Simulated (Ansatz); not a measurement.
Task: a convergence test of the k-point mesh of Li₃Ca, space group I4/mmm, with Ansatz 0.2.0, Python API. Give the script and its output. Level of theory (first run): PBEsol, PAW, the default cutoff (420 eV here), 2×2×2 k-points, Gaussian smearing of 0.1 eV. The script varies mesh: (2, 2, 2), (3, 3, 3), (4, 4, 4), (6, 6, 6), (7, 7, 7), (8, 8, 8).

```cif
data_structure
_symmetry_space_group_name_H-M 'P 1'
_symmetry_Int_Tables_number 1
_cell_length_a 5.8989
_cell_length_b 5.8989
_cell_length_c 5.8989
_cell_angle_alpha 133.418
_cell_angle_beta 133.418
_cell_angle_gamma 67.998
_cell_volume 106.42
loop_
_atom_site_label
_atom_site_type_symbol
_atom_site_fract_x
_atom_site_fract_y
_atom_site_fract_z
_atom_site_occupancy
Li1 Li 0.75000 0.25000 0.50000 1
Li2 Li 0.25000 0.75000 0.50000 1
Li3 Li 0.50000 0.50000 0.00000 1
Ca1 Ca 0.00000 0.00000 0.00000 1
```

Script `kconv.py`:
```python
# -*- coding: utf-8 -*-
'''Convergence of Li3Ca with the k-point mesh.'''

import warnings

import ansatz as az
import pandas as pd


def main():
    warnings.simplefilter('ignore', az.DeckWarning)

    crystal = (
        az.Lattice.from_parameters(4.66489, 4.66489, 9.78099, alpha=90, beta=90, gamma=90)
        .space_group(139, hermann_mauguin='I4/mmm')
        .atom('Li', (0.0, 0.5, 0.25))
        .atom('Li', (0.5, 0.5, 0.0))
        .atom('Ca', (0.0, 0.0, 0.0))
        .primitive()
    )

    calc = crystal.calculation()
    calc = calc.functional('PBEsol').occupations('gaussian')

    rows = []
    for value in [(2, 2, 2), (3, 3, 3), (4, 4, 4), (6, 6, 6), (7, 7, 7), (8, 8, 8)]:
        summary = calc.kpoints(mesh=value).run(threads=1, pin='off').report
        rows.append((value, summary['free_energy_ev'] / len(summary['lattice']['sites']), summary['n_iterations'], summary['n_kpoints']))

    table = pd.DataFrame(rows, columns=['mesh', 'F/atom (eV)', 'iterations', 'k-points'])
    print(table.round(5).to_string(index=False))

    # the last row is the reference
    for row in rows[:-1]:
        shift = 1000 * (row[1] - rows[-1][1])
        print(f'{row[0]}: {shift:+.2f} meV/atom' + ('  (within 1 meV)' if abs(shift) < 1 else ''))


if __name__ == '__main__':
    main()
```

`python kconv.py` gives:
```text
     mesh  F/atom (eV)  iterations  k-points
(2, 2, 2)   -600.64471           6         4
(3, 3, 3)   -600.62470           6         6
(4, 4, 4)   -600.62142           6        13
(6, 6, 6)   -600.63907           6        30
(7, 7, 7)   -600.63835           6        40
(8, 8, 8)   -600.63773           6        59
(2, 2, 2): -6.98 meV/atom
(3, 3, 3): +13.03 meV/atom
(4, 4, 4): +16.31 meV/atom
(6, 6, 6): -1.35 meV/atom
(7, 7, 7): -0.62 meV/atom  (within 1 meV)
```

From 7×7×7 on it stays within 1 meV an atom of the value at 8×8×8; the first row (2×2×2) is off by 7.0 meV and the last but one by 0.62 meV. This holds for F at a smearing of 0.1 eV; a narrower one needs a denser mesh. It goes up and down, since the sum over k-points isn't variational.

The structure comes from a database of computed cells and needn't be a stable or known phase. Shifts are counted from the finest mesh, which is itself no proven limit. Wall time of the script: 11 s on 1 thread of Arm Neoverse V1 (shared host), peak memory 0.47 GiB.
